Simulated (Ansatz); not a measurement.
**TiO+ (sextet): from Hartree-Fock to the top rungs, def2-QZVPP**

The task here is to estimate one member of a computed series from the others.

Program: Ansatz 0.2.0, Gaussian basis. Level of theory: def2-QZVPP, core rule «outside noble gas», up to 10 orbitals frozen. These are calculated values, not measurements.

Plan: UHF; ROHF; CCSD(T) on UHF.

## The geometry

The geometry is a PBE0/def2-TZVP stationary point (not a proven minimum) of the parent state, kept for this charge and spin.

2 atoms, charge 1, spin multiplicity 6.

Atoms are counted from 1 here; the program's logs count them from 0.

Bond lengths: Ti1–O2 1.842 Å.

Coordinates:

```xyz
2

Ti    0.0000    0.0000    0.0000
O     0.0000    0.0000    1.8416
```

The first run:

in.yaml reads:

```yaml
crystal:
  periodic: [false, false, false]
  atoms:
    - {symbol: Ti, position_ang: [0.000000, 0.000000, 0.000000]}
    - {symbol: O, position_ang: [0.000000, 0.000000, 1.841600]}
basis:
  gaussian: {orbitals: "def2-QZVPP.json"}
total_charge: 1
magnetization: {spin_polarized: true, initial_magnetization: 5}
hamiltonian: {xc: hf}
output: {orbitals: {seedname: orbitals}}
```

Run with:

```
$ ansatz run in.yaml --threads 1 --pin off --events-out ev --progress --plain --max-ram 4096MiB --backend cpu
```

Among the steps run: UHF; ROHF; CCSD(T) on UHF.

One table of the session follows, with a row left open; its other results are not shown here.

```
  method  from UCCSD(T) (kcal/mol)
    ROHF                   +136.39
     UHF                         ?
    UMP2                    +17.04
   UCCSD                     +3.08
UCCSD(T)                         0
```

Estimate the missing values for UHF.

As computed: from UCCSD(T) (kcal/mol): +129.55. In the column «from UCCSD(T) (kcal/mol)» it lies between UMP2 (+17.04) and ROHF (+136.39).
